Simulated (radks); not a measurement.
**Excited configurations of K³⁺**

Aim: excitation energies and quantum defects of the outer electron of K³⁺, by total-energy differences.

The numbers are computed with radks (a radial shooting solver on a logarithmic mesh, Libxc functionals) version 1 (scalar-relativistic Kohn-Sham, LDA (Slater exchange, Perdew-Wang correlation), spin-unpolarised, spherical densities, point nucleus), except any that are marked as measured or tabulated.

## 1. Starting point

* element: potassium (Z = 19)
* charge: +3
* electrons: 16
* configuration: [Ne] 3s2 3p4

Outer shells as boxes (Hund's rule):

K³⁺
```
[Ne] core
3s [↑↓]
3p [↑↓][↑ ][↑ ]
```

## 2. Ground configuration: [Ne] 3s2 3p4

Settings of this run:

```text
Z 19
configuration [Ne] 3s2 3p4
relativity scalar-relativistic
functional lda,pw
spin unpolarised
nucleus point
c 137.035999084
```

## 3. The ion: [Ne] 3s2 3p3

Settings of this run:

```text
Z 19
configuration [Ne] 3s2 3p3
relativity scalar-relativistic
functional lda,pw
spin unpolarised
nucleus point
c 137.035999084
```

## 4. Outer electron in 4s: [Ne] 3s2 3p3 4s1

Settings of this run:

```text
Z 19
configuration [Ne] 3s2 3p3 4s1
relativity scalar-relativistic
functional lda,pw
spin unpolarised
nucleus point
c 137.035999084
```

## 5. Outer electron in 4p: [Ne] 3s2 3p3 4p1

Settings of this run:

```text
Z 19
configuration [Ne] 3s2 3p3 4p1
relativity scalar-relativistic
functional lda,pw
spin unpolarised
nucleus point
c 137.035999084
```

## 6. Outer electron in 4d: [Ne] 3s2 3p3 4d1

Settings of this run:

```text
Z 19
configuration [Ne] 3s2 3p3 4d1
relativity scalar-relativistic
functional lda,pw
spin unpolarised
nucleus point
c 137.035999084
```

## 7. Outer electron in 5p: [Ne] 3s2 3p3 5p1

Settings of this run:

```text
Z 19
configuration [Ne] 3s2 3p3 5p1
relativity scalar-relativistic
functional lda,pw
spin unpolarised
nucleus point
c 137.035999084
```

## 8. Outer electron in 5d: [Ne] 3s2 3p3 5d1

Settings of this run:

```text
Z 19
configuration [Ne] 3s2 3p3 5d1
relativity scalar-relativistic
functional lda,pw
spin unpolarised
nucleus point
c 137.035999084
```

## 9. Outer electron in 5f: [Ne] 3s2 3p3 5f1

Settings of this run:

```text
Z 19
configuration [Ne] 3s2 3p3 5f1
relativity scalar-relativistic
functional lda,pw
spin unpolarised
nucleus point
c 137.035999084
```

## 10. Outer electron in 6p: [Ne] 3s2 3p3 6p1

Settings of this run:

```text
Z 19
configuration [Ne] 3s2 3p3 6p1
relativity scalar-relativistic
functional lda,pw
spin unpolarised
nucleus point
c 137.035999084
```

## 11. Outer electron in 6f: [Ne] 3s2 3p3 6f1

Settings of this run:

```text
Z 19
configuration [Ne] 3s2 3p3 6f1
relativity scalar-relativistic
functional lda,pw
spin unpolarised
nucleus point
c 137.035999084
```

## 12. Outer electron in 7s: [Ne] 3s2 3p3 7s1

Settings of this run:

```text
Z 19
configuration [Ne] 3s2 3p3 7s1
relativity scalar-relativistic
functional lda,pw
spin unpolarised
nucleus point
c 137.035999084
```

## 13. Outer electron in 7p: [Ne] 3s2 3p3 7p1

Settings of this run:

```text
Z 19
configuration [Ne] 3s2 3p3 7p1
relativity scalar-relativistic
functional lda,pw
spin unpolarised
nucleus point
c 137.035999084
```

## 14. Outer electron in 7d: [Ne] 3s2 3p3 7d1

Settings of this run:

```text
Z 19
configuration [Ne] 3s2 3p3 7d1
relativity scalar-relativistic
functional lda,pw
spin unpolarised
nucleus point
c 137.035999084
```

## 15. Outer electron in 7f: [Ne] 3s2 3p3 7f1

Settings of this run:

```text
Z 19
configuration [Ne] 3s2 3p3 7f1
relativity scalar-relativistic
functional lda,pw
spin unpolarised
nucleus point
c 137.035999084
```

**Question.** What will these runs give? Wanted: for each run, outer orbital; excitation; binding; n*; quantum defect; <r>.

As calculated:

| outer orbital | excitation (eV) | binding (eV) | n* | quantum defect | <r> (bohr) |
| --- | --- | --- | --- | --- | --- |
| 4s | 33.623 | 29.463 | 2.718 | 1.282 | 2.847 |
| 4p | 38.353 | 24.734 | 2.967 | 1.033 | 3.156 |
| 4d | 44.985 | 18.102 | 3.468 | 0.532 | 3.839 |
| 5p | 49.171 | 13.915 | 3.955 | 1.045 | 5.756 |
| 5d | 52.019 | 11.068 | 4.435 | 0.565 | 6.767 |
| 5f | 53.759 | 9.327 | 4.831 | 0.169 | 7.305 |
| 6p | 54.135 | 8.951 | 4.931 | 1.069 | 9.071 |
| 6f | 56.544 | 6.542 | 5.768 | 0.232 | 11.18 |
| 7s | 56.285 | 6.802 | 5.657 | 1.343 | 12.25 |
| 7p | 56.836 | 6.251 | 5.901 | 1.099 | 13.11 |
| 7d | 57.706 | 5.381 | 6.361 | 0.639 | 14.79 |
| 7f | 58.262 | 4.825 | 6.717 | 0.283 | 15.79 |

**Reading.** Binding is E(ion) − E, and n* = 4/√(2·binding) in atomic units. The Δ-SCF energy to the ion that was run is 63.086 eV (NIST's first ionisation energy, to the ion's ground state: 60.92 eV, semi-empirical). Mean quantum defects: s 1.31, p 1.06, d 0.58, f 0.23. They fall with l, since high-l orbitals stay out of the core. Self-interaction in the functional shifts them, so they are the method's values and not measured ones. Spin polarisation and multiplet splitting are left out, so open shells lie too high by an amount that depends on their filling.
